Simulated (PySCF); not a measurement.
**C2H6F2Ge: electronic excitations and core binding energies**

Wanted: the electronic excitations and core binding energies of C2H6F2Ge (`FC(F)[CH2][GeH3]`), by calculation.

Programs: PySCF 2.14.0, with density-fitted response routines of our own. Each step states its level of theory. These are calculated values for one molecule in the gas phase, unless marked as measured. Atoms are numbered from 0 throughout.

### 1 The molecule as given

11 atoms, charge 0, multiplicity 1; geometry from: GFN2-xTB.

Bonds of the start (Å): F0–C1 1.37, C1–F2 1.35, C1–C3 1.50, C3–Ge4 1.98, C1–H5 1.10, C3–H6 1.09, C3–H7 1.09, Ge4–H8 1.49, Ge4–H9 1.49, Ge4–H10 1.49.

### 2 TDDFT and polarisability: CAM-B3LYP/def2-SVPD

The job: settings as JSON, then the geometry in Å.

```
{"job": {"kind": "uv", "xc": "CAM-B3LYP", "basis": "def2-SVPD", "nstates": 8, "ntriplets": 3}, "charge": 0, "multiplicity": 1}
F     -0.816167     1.150714     1.171849
C     -1.273654     0.456518     0.088348
F     -2.525433     0.049420     0.409143
C     -0.349782    -0.694194    -0.198839
Ge     1.501581    -0.016588    -0.045589
H     -1.358813     1.174724    -0.739811
H     -0.526870    -1.477485     0.539130
H     -0.570763    -1.103326    -1.183054
H      1.632866     1.241350    -0.839650
H      1.848563     0.255674     1.373079
H      2.443897    -1.034135    -0.600570
```

With the program's defaults for keys left out, this is: TDDFT CAM-B3LYP/def2-SVPD, vertical, gas phase, core orbitals frozen in the response.

Command:

```sh
$ OMP_NUM_THREADS=1 python probes_run.py task.json out
```

This one command runs all jobs of the session in turn.

The program printed:

```text
coarse grid: 43208 points
cycle   1  E = -2355.9814171849  dE = -1.065e-01  |g| = 7.710e-01  |ddm| = 3.769e+00
cycle   2  E = -2355.9558074409  dE =  2.561e-02  |g| = 9.179e-01  |ddm| = 1.334e+00
cycle   3  E = -2356.0783532213  dE = -1.225e-01  |g| = 6.846e-02  |ddm| = 7.121e-01
cycle   4  E = -2356.0790061712  dE = -6.529e-04  |g| = 2.875e-02  |ddm| = 8.800e-02
cycle   5  E = -2356.0791341536  dE = -1.280e-04  |g| = 4.345e-03  |ddm| = 3.023e-02
cycle   6  E = -2356.0791373686  dE = -3.215e-06  |g| = 1.084e-03  |ddm| = 6.839e-03
final grid: 90896 points
cycle   7  E = -2356.0790820994  dE = -1.506e-07  |g| = 9.210e-04  |ddm| = 3.679e-03
cycle   8  E = -2356.0790821402  dE = -4.077e-08  |g| = 8.378e-04  |ddm| = 1.781e-03
cycle   9  E = -2356.0790822555  dE = -1.154e-07  |g| = 6.386e-05  |ddm| = 8.153e-04
cycle  10  E = -2356.0790822561  dE = -5.757e-10  |g| = 1.204e-05  |ddm| = 6.516e-05
converged SCF energy = -2356.0790822561

Static polarisability (au): isotropic 56.931, principal 51.867 53.933 64.993

Singlet excitations
state   eV       nm        f      main configurations
  1   8.5945    144.3   0.01001   H->L 0.81, H->L+1 0.15
  2   8.9465    138.6   0.15588   H-2->L 0.67, H->L+1 0.18
  3   8.9882    137.9   0.06148   H-2->L+1 0.35, H-1->L 0.25, H-2->L 0.11
  4   9.0126    137.6   0.07286   H-1->L 0.56, H-1->L+1 0.12, H-2->L+1 0.10
  5   9.0611    136.8   0.03546   H-1->L+1 0.61, H-2->L+1 0.10
  6   9.1770    135.1   0.31427   H->L+1 0.45, H-2->L+1 0.21, H-2->L 0.11
  7   9.3420    132.7   0.04490   H->L+2 0.51, H->L+3 0.22
  8   9.4879    130.7   0.01538   H->L+3 0.33, H-3->L+1 0.18, H-3->L 0.17

Triplet excitations (Tamm-Dancoff, eV): 8.1149 8.3316 8.4095
```

It took 53 s on 1 thread of Arm Neoverse N1, shared host; peak memory 0.74 GiB.

The orbitals next to the gap, with their largest atomic shares:

| orbital | eV | atoms |
| --- | --- | --- |
| HOMO−3 | -11.61 | F0 21 %, C1 16 %, F2 15 % |
| HOMO−2 | -11.11 | Ge4 39 %, H10 22 %, H9 14 % |
| HOMO−1 | -11.08 | Ge4 34 %, H8 21 %, H9 19 % |
| HOMO | -10.65 | C3 34 %, Ge4 25 %, F2 12 % |
| LUMO | 0.90 | Ge4 55 %, H10 9 %, H8 7 % |
| LUMO+1 | 1.27 | Ge4 26 %, C3 16 %, C1 9 % |
| LUMO+2 | 1.94 | Ge4 18 %, H5 17 %, C1 16 % |

With each of the 8 states as a Gaussian band of 0.4 eV half-width at 1/e, the curve within the window shown has maxima at 137 nm (ε 26,000) L/(mol cm). Beyond the last state computed it falls off for lack of states. The curve at chosen wavelengths:

(nm, ε (L/mol/cm)): (127, 2358), (128, 3869), (129, 5967), (130, 8663), (131, 11866), (133, 18843), (134, 21931), (135, 24272), (136, 25593), (137, 25760), (138, 24796), (139, 22868), (140, 20242), (142, 14127), (143, 11180), (144, 8558), (145, 6348), (146, 4574), (147, 3209), (148, 2197), (149, 1472), (151, 625), (152, 398), (153, 250), (154, 155), (155, 95)

Leading natural transition orbitals of singlet state 6: the hole lies on C3 33 %; H9 18 %; Ge4 16 %; the particle on H8, H9, H10 about 19 % each; H7 10 %; Ge4 9 %.

Leading natural transition orbitals of singlet state 1: the hole lies on C3 38 %; Ge4 17 %; H10 14 %; the particle on H7 21 %; 4 H atoms about 14 % each; H5 9 %.

Further results of this job:

```csv
property,computed
dipole moment (D),2.09
polarisability (Å³),8.44
HOMO–LUMO gap (eV),11.55
−ε(HOMO) (eV),10.65
```

The fields below are evaluated on a grid from the run's orbitals.

Frontier orbitals at CAM-B3LYP/def2-SVPD, with the share of their density that lies nearest to each atom:

| orbital | energy (eV) | lies on |
| --- | --- | --- |
| HOMO | -10.65 | C3 36 %; Ge4 16 %; H10 14 % |
| LUMO | 0.90 | H8, H9, H10 about 21 % each; H7 11 %; H5, H6 about 7 % each |

ELF in a plane through or near 5 of the atoms.

Values, 10 rows by 14 columns:
```
0.00 0.00 0.00 0.00 0.00 0.00 0.00 0.00 0.00 0.00 0.00 0.00 0.00 0.00
0.00 0.00 0.00 0.00 0.00 0.00 0.00 0.00 0.00 0.00 0.00 0.00 0.00 0.00
0.00 0.00 0.00 0.01 0.03 0.05 0.00 0.20 0.47 0.30 0.01 0.00 0.00 0.00
0.00 0.00 0.00 0.07 0.30 0.34 0.03 0.42 0.69 0.28 0.01 0.03 0.00 0.00
0.00 0.00 0.04 0.22 0.18 0.57 0.25 0.11 0.29 0.25 0.65 0.61 0.08 0.00
0.00 0.01 0.64 0.89 0.17 0.74 0.74 0.66 0.92 0.51 0.48 0.75 0.13 0.00
0.00 0.02 0.99 1.00 0.98 0.34 0.70 0.35 0.50 0.05 0.68 0.37 0.02 0.00
0.00 0.00 0.67 0.99 0.84 0.05 0.14 0.47 0.32 0.03 0.01 0.01 0.00 0.00
0.00 0.00 0.00 0.02 0.02 0.00 0.01 0.05 0.04 0.01 0.00 0.00 0.00 0.00
0.00 0.00 0.00 0.00 0.00 0.00 0.00 0.00 0.00 0.00 0.00 0.00 0.00 0.00
```
The map spans 10.3 Å across and 8.2 Å up, centred on the molecule. Atoms in the plane (x, y in Å): C1 (1.3, 0.3), F2 (2.5, -0.1), C3 (0.3, -0.8), Ge4 (-1.5, 0.1), H10 (-2.6, -0.9).

On the surface of density 0.002 e/bohr³ the electrostatic potential runs, from the 1st to the 99th percentile, from -0.91 V near F2 to 1.25 V near H5.

### 3 Core holes by ΔSCF: SCAN, X2C

Settings changed since step 2:

```diff
@@ -1,2 +1,2 @@
-{"job": {"kind": "uv", "xc": "CAM-B3LYP", "basis": "def2-SVPD", "nstates": 8, "ntriplets": 3}, "charge": 0, "multiplicity": 1}
+{"job": {"kind": "xps"}, "charge": 0, "multiplicity": 1}
 F     -0.816167     1.150714     1.171849
```

Level: delta-SCF UKS SCAN, pcX-2 on the ionised atom, pcseg-1 elsewhere, spin-free X2C.

The program printed:

```text
ground state, core basis on atom 0 (F), 144 functions
  cycle   1  E = -2373.49759387  |g| = 7.22e-01
  cycle   2  E = -2373.36449222  |g| = 1.19e+00
  cycle   3  E = -2373.58032332  |g| = 1.03e-01
  cycle   4  E = -2373.58192445  |g| = 4.80e-02
  cycle   5  E = -2373.58247143  |g| = 8.72e-03
  cycle   6  E = -2373.58248644  |g| = 4.45e-03
  cycle   7  E = -2373.58248740  |g| = 1.33e-03
  cycle   8  E = -2373.58248902  |g| = 2.86e-04
  E(ground) = -2373.71277747 Eh
hole in F 1s of atom 0
  cycle   1  E = -2347.21916650  |g| = 2.58e+00
  cycle   2  E = -2347.03511425  |g| = 2.21e+00
  cycle   3  E = -2348.01623291  |g| = 5.24e-01
  cycle   4  E = -2348.04367547  |g| = 4.39e-01
  cycle   5  E = -2348.10718732  |g| = 5.00e-02
  cycle   6  E = -2348.10777530  |g| = 2.91e-02
  cycle   7  E = -2348.10821266  |g| = 4.21e-03
  cycle   8  E = -2348.10821833  |g| = 1.57e-03
  cycle   9  E = -2348.10822115  |g| = 5.31e-04
  cycle  10  E = -2348.10822106  |g| = 1.44e-04
  E(ion) = -2348.24497923 Eh   <S^2> = 0.7570   hole on atom = 1.000   binding energy = 693.014 eV
ground state, core basis on atom 1 (C), 144 functions
  cycle   1  E = -2373.54585324  |g| = 9.78e-02
  cycle   2  E = -2373.54383856  |g| = 1.38e-01
  cycle   3  E = -2373.54675381  |g| = 2.00e-02
  cycle   4  E = -2373.54681502  |g| = 6.37e-03
  cycle   5  E = -2373.54682371  |g| = 1.30e-03
  cycle   6  E = -2373.54682515  |g| = 3.39e-04
  E(ground) = -2373.67424024 Eh
hole in C 1s of atom 1
  cycle   1  E = -2362.13773065  |g| = 1.50e+00
  cycle   2  E = -2355.23103997  |g| = 3.30e+00
  cycle   3  E = -2362.23205879  |g| = 9.74e-01
  cycle   4  E = -2362.55651806  |g| = 5.86e-01
  cycle   5  E = -2362.67347655  |g| = 1.43e-01
  cycle   6  E = -2362.67883296  |g| = 5.95e-02
  cycle   7  E = -2362.68019427  |g| = 2.20e-02
  cycle   8  E = -2362.68034292  |g| = 9.66e-03
  cycle   9  E = -2362.68037670  |g| = 2.89e-03
  cycle  10  E = -2362.68038127  |g| = 1.32e-03
  cycle  11  E = -2362.68038242  |g| = 4.32e-04
  E(ion) = -2362.80955262 Eh   <S^2> = 0.7714   hole on atom = 1.000   binding energy = 295.643 eV
ground state, core basis on atom 3 (C), 144 functions
  cycle   1  E = -2373.54036505  |g| = 5.86e-02
  cycle   2  E = -2373.54034193  |g| = 2.09e-02
  cycle   3  E = -2373.54033398  |g| = 2.19e-02
  cycle   4  E = -2373.54045037  |g| = 2.22e-03
  cycle   5  E = -2373.54045106  |g| = 9.49e-04
  cycle   6  E = -2373.54045197  |g| = 1.28e-04
  E(ground) = -2373.66856354 Eh
hole in C 1s of atom 3
  cycle   1  E = -2362.27646227  |g| = 1.51e+00
  cycle   2  E = -2361.49867458  |g| = 1.90e+00
  cycle   3  E = -2362.78913569  |g| = 4.00e-01
  cycle   4  E = -2362.82788218  |g| = 2.64e-01
  cycle   5  E = -2362.84892039  |g| = 5.17e-02
  cycle   6  E = -2362.84982135  |g| = 1.03e-02
  cycle   7  E = -2362.84986897  |g| = 5.17e-03
  cycle   8  E = -2362.84988204  |g| = 1.43e-03
  cycle   9  E = -2362.84988158  |g| = 1.18e-03
  cycle  10  E = -2362.84988084  |g| = 5.96e-04
  cycle  11  E = -2362.84988277  |g| = 7.05e-05
  E(ion) = -2362.97805329 Eh   <S^2> = 0.7688   hole on atom = 1.000   binding energy = 290.904 eV
```

Wall time 54 s (1 thread of Arm Neoverse N1, shared host); peak memory 0.65 GiB.

Binding energies by hole, beside the orbital energy of the ground state; the difference holds orbital relaxation and, for a density functional, its self-interaction error:

```csv
hole,stands for,environment,ΔSCF (eV),−ε (eV),⟨S²⟩
F1s on F0,"F0, F2",fluorine of a CF2 group,693.01,667.0,0.757
C1s on C1,C1,sp3 CH bonded to 2 F,295.64,278.1,0.771
C1s on C3,C3,sp3 CH2 bonded to Ge,290.90,274.2,0.769
```

Each hole run stands for the others of its class of like atoms.

### 4 Outcome

| quantity | value |
| --- | --- |
| lowest singlet (CAM-B3LYP/def2-SVPD) | 8.59 eV (144 nm), f = 0.010 |
| brightest single state of those computed | state 6, 9.18 eV, f = 0.314 |
| lowest triplet | 8.11 eV |
| surface potential, 1st and 99th percentile | -0.91 V and 1.25 V |
| C1s binding energies, SCAN/pcX-2 | C1 295.64, C3 290.90 eV |
| F1s binding energies, SCAN/pcX-2 | F0 693.01 eV |

In words: The lowest singlet, at 8.59 eV, is HOMO→LUMO 0.81, HOMO→LUMO+1 0.15 and is weak; of the 8 states computed, the strongest absorption comes from state 6 at 9.18 eV. The lowest triplet lies 0.48 eV below the lowest singlet (triplets in Tamm-Dancoff, singlets in full TDDFT). The C1s levels kept as sound span 4.74 eV, from C3 (sp3 CH2 bonded to Ge) up to C1 (sp3 CH bonded to 2 F).
